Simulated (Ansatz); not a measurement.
**BH3O2Se: two torsions**

How does the energy of BH₃O₂Se, SMILES OB(O)[SeH] change over two coordinates at once? A grid of runs gives the map.

Method: RKS B3LYP-D4/def2-SVP; program: Ansatz 0.2.0.

## 1. The system as given

SMILES `OB(O)[SeH]`, 7 atoms, charge 0, spin multiplicity 1.

Atoms are counted from 1 here; the program's logs count them from 0.

Bond lengths: O1–B2 1.365 Å, O1–H5 0.970 Å, B2–O3 1.366 Å, B2–Se4 2.003 Å, O3–H6 0.971 Å, Se4–H7 1.484 Å. Angles: B2–O1–H5 113.6°, O1–B2–O3 116.7°, O1–B2–Se4 124.2°, O3–B2–Se4 119.1°, B2–O3–H6 114.1°, B2–Se4–H7 95.8°.

As a file:

```xyz
7
BH3O2Se
O    -0.2447    1.4090    0.1369
B     0.1753    0.1238    0.3255
O     0.9636   -0.1105    1.4164
Se   -0.3061   -1.4042   -0.8760
H    -0.8451    1.5147   -0.6180
H     1.2859   -1.0239    1.4842
H    -0.9676   -0.5767   -1.9147
```

This geometry comes from a loose relaxation at PBE in a small basis, which is not shown.

## 3. The grid

- dihedral H5–O1–B2–O3: 18 values from −180 to 160 °, periodic
- dihedral O1–B2–Se4–H7: 18 values from −180 to 160 °, periodic

Nothing else is relaxed (all other coordinates rigid). Energies count from the relaxed molecule at the same level. Points are written as (first, second).

(The set-up runs are not shown.)

## 4. The run at (100°, −180°)

Input file input.yaml:

```yaml
crystal:
  periodic: [false, false, false]
  atoms:
    - { symbol: O, position_ang: [-0.260761, 1.392822, 0.144768] }
    - { symbol: B, position_ang: [0.185344, 0.125176, 0.320188] }
    - { symbol: O, position_ang: [1.460359, -0.140322, -0.058457] }
    - { symbol: Se, position_ang: [-0.925175, -1.350071, 1.097568] }
    - { symbol: H, position_ang: [-0.80569, 1.53111, -0.635675] }
    - { symbol: H, position_ang: [1.75301, -1.047699, 0.075421] }
    - { symbol: H, position_ang: [0.112087, -2.39399, 1.0064] }
basis:
  gaussian: { orbitals: def2-SVP }
hamiltonian:
  xc: { name: B3LYP }
  dispersion: d4
output:
  forces: true
```

Launch:

```console
ansatz run input.yaml --threads 1 --pin off --max-ram 2560MiB --backend cpu --events-out ev --progress --plain --runs-dir out
```

The session goes on with these runs: the other points that were computed.

Q: Predict the outcome of this session. Wanted: lowest point; highest computed point; dipole moment.

As calculated:

| quantity | value |
| --- | --- |
| lowest point | (0°, 0°), −1.6 kcal/mol |
| highest computed point | (80°, 100°), 15.0 kcal/mol above the lowest |
| dipole moment (D) | 0.76 at (−120°, 80°) to 2.37 at (40°, 120°); 1.32 at the lowest point |
| time for the whole task | 19 min on 1 thread, shared host |

The lowest computed point is at (0°, 0°), −1.6 kcal/mol from the relaxed molecule at the same level. There are further wells near (0°, −180°) (1.4 kcal/mol above the lowest at that grid point); (−180°, 0°) (1.6 kcal/mol above the lowest at that grid point); (−180°, −180°) (2.2 kcal/mol above the lowest at that grid point). The highest computed point, (80°, 100°), lies 15.0 kcal/mol above the lowest. On the interpolated surface the easiest way out of the lowest well to the well at (0°, −180°) passes a barrier of about 5.4 kcal/mol. Round the minimum the valley is somewhat tilted: raising dihedral H5–O1–B2–O3 shifts the best value of dihedral O1–B2–Se4–H7 upwards (coupling k₁₂/√(k₁₁k₂₂) about −0.1).
